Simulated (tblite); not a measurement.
# C8H24LiO4Si2: the cost of one run

Programs: tblite 0.8.0 and PySCF 2.14.0, with routines of our own; each step states its level. All values are computed. Atoms count from 0.

## Step 1: The starting structure

39 atoms, charge 1, multiplicity 1; geometry from: force field, distance geometry or constructed start.

## Step 2: Geometry optimisation with GFN2-xTB

What the job is given:

```
{"job": {"kind": "relax", "xc": "GFN2-xTB", "basis": "xTB"}, "charge": 1, "multiplicity": 1}
C      1.621000     2.057500     0.982700
O      0.911500     2.754300    -0.043800
Si     1.217700     4.383700    -0.251500
C      0.572900     4.928600    -1.940400
C      0.304800     5.379700     1.061200
O      2.862500     4.623500    -0.135800
C      3.402900     5.913900    -0.390000
C     -1.786500    -2.006700    -0.760000
O     -0.833000    -2.778700    -0.044300
Si    -1.096900    -4.423000     0.134400
C      0.504800    -5.258700     0.645700
C     -2.370300    -4.732000     1.478800
O     -1.639000    -5.014300    -1.331800
C     -1.826100    -6.411900    -1.497400
Li    -0.002200     0.005100     0.000200
H      1.437100     2.508400     1.974600
H      2.690600     2.023200     0.772400
H      1.243100     1.027000     1.011700
H     -0.496000     4.711800    -2.022700
H      1.101800     4.393400    -2.730300
H      0.717900     6.002000    -2.080100
H     -0.769200     5.177800     1.019900
H      0.672500     5.128500     2.063700
H      0.451100     6.449100     0.902200
H      4.485000     5.868500    -0.225500
H      2.987300     6.658700     0.304300
H      3.231400     6.219600    -1.425200
H     -2.788100    -2.088700    -0.313800
H     -1.820600    -2.302000    -1.818900
H     -1.483400    -0.959100    -0.711300
H      0.888400    -4.822200     1.576800
H      1.269500    -5.130900    -0.124300
H      0.352500    -6.328400     0.807500
H     -2.039400    -4.288500     2.428200
H     -3.329400    -4.285900     1.203800
H     -2.514600    -5.800200     1.633400
H     -2.212200    -6.588300    -2.508700
H     -2.566000    -6.794400    -0.786000
H     -0.882500    -6.960700    -1.394600
```

Run with:

```sh
$ OMP_NUM_THREADS=1 python large_run.py task.json out
```

One launch serves the whole session: the jobs run in the order shown.

**Question.** How long does this first job take on 1 thread of Intel Xeon 6975P-C, shared host, and how much memory does it need?

About 4 s, with a peak of 0.19 GiB.
